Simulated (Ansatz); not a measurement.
Born–Oppenheimer molecular dynamics of a periodic cell of 24 atoms, LiMg2 (start crystal LiMg2, start structure P-3m1, volume 1.1 times the crystal's). It starts from an unrelaxed structure (largest force component 0.18 eV/Å).

Theory: DFT r2SCAN-D3(BJ), scalar-relativistic, plane waves, PAW (Ansatz). Settings: cutoff 500 eV, k mesh 2x2x1, fermi-dirac smearing 0.16 eV, no spin polarisation.

| Item | Value |
| --- | --- |
| ensemble | NVT, Langevin thermostat |
| time step | 1 fs |
| steps asked | 180 |
| set temperature | 300 K |
| friction | 0.02 /fs |
| temperature schedule | 180 steps to 1800 K |
| seed | 413530 |

First frame:

```xyz
24
Lattice="-3.2516 -5.6320 0.0000 4.8774 -2.8160 0.0000 0.0000 0.0000 15.7215" Properties=species:S:1:pos:R:3
Li 0.000 -3.755 9.158
Li 1.626 -4.693 6.564
Mg 0.000 -3.755 14.401
Mg 1.626 -4.693 11.730
Mg 0.000 -3.755 3.991
Mg 1.626 -4.693 1.321
Li 3.252 -3.755 9.158
Li 0.000 -1.877 6.564
Mg 3.252 -3.755 14.401
Mg 0.000 -1.877 11.730
Mg 3.252 -3.755 3.991
Mg 0.000 -1.877 1.321
Li 1.626 -0.939 9.158
Li 3.252 -1.877 6.564
Mg 1.626 -0.939 14.401
Mg 3.252 -1.877 11.730
Mg 1.626 -0.939 3.991
Mg 3.252 -1.877 1.321
Li 1.626 -6.571 9.158
Li -1.626 -4.693 6.564
Mg 1.626 -6.571 14.401
Mg -1.626 -4.693 11.730
Mg 1.626 -6.571 3.991
Mg -1.626 -4.693 1.321
```

Problem. What does the run give?

Solution. The run went to its last step.

```
steps done                                               : 180
time covered                                             : 180 fs
mean temperature over the second half                    : 1134 K
spread of the potential energy over the second half      : 36.4 meV per atom
mean potential energy of the second half above the start : 121.0 meV per atom
```

The schedule's set-point averaged 1425 K over the second half and the system 1134 K, so it lags behind the ramp. A run of 0.18 ps of so small a system gives no equilibrium averages. Limits of this set-up: coarse k mesh.

Problem. What happens to the structure?

Solution. Mean squared displacements from the first frame to the last, about the centre of mass: Li 0.39 Å², Mg 0.22 Å². The details hang on the random start.

Problem. How do temperature and energy run in time?

Solution. 
| time (fs) | T (K) | potential energy less start (eV) |
| --- | --- | --- |
| 0 | 288 | 0.000 |
| 6 | 282 | -0.002 |
| 12 | 282 | 0.066 |
| 18 | 250 | 0.186 |
| 24 | 256 | 0.323 |
| 30 | 276 | 0.472 |
| 36 | 368 | 0.643 |
| 42 | 299 | 0.802 |
| 48 | 335 | 0.914 |
| 54 | 409 | 0.996 |
| 60 | 476 | 1.102 |
| 66 | 482 | 1.254 |
| 72 | 580 | 1.379 |
| 78 | 660 | 1.455 |
| 84 | 761 | 1.502 |
| 90 | 754 | 1.615 |
| 96 | 706 | 1.737 |
| 102 | 675 | 1.944 |
| 108 | 735 | 2.085 |
| 114 | 949 | 2.276 |
| 120 | 899 | 2.450 |
| 126 | 1036 | 2.613 |
| 132 | 1155 | 2.715 |
| 138 | 1440 | 2.711 |
| 144 | 1763 | 2.772 |
| 150 | 1605 | 3.081 |
| 156 | 1303 | 3.577 |
| 162 | 1246 | 3.895 |
| 168 | 1070 | 4.192 |
| 174 | 1228 | 4.411 |
| 180 | 1454 | 4.522 |

Run time: 37 min on 4 threads of Intel(R) Xeon(R) Platinum 8259CL CPU @ 2.50GHz (Skylake/Cascade Lake) (shared host), peak memory 2.7 GiB.
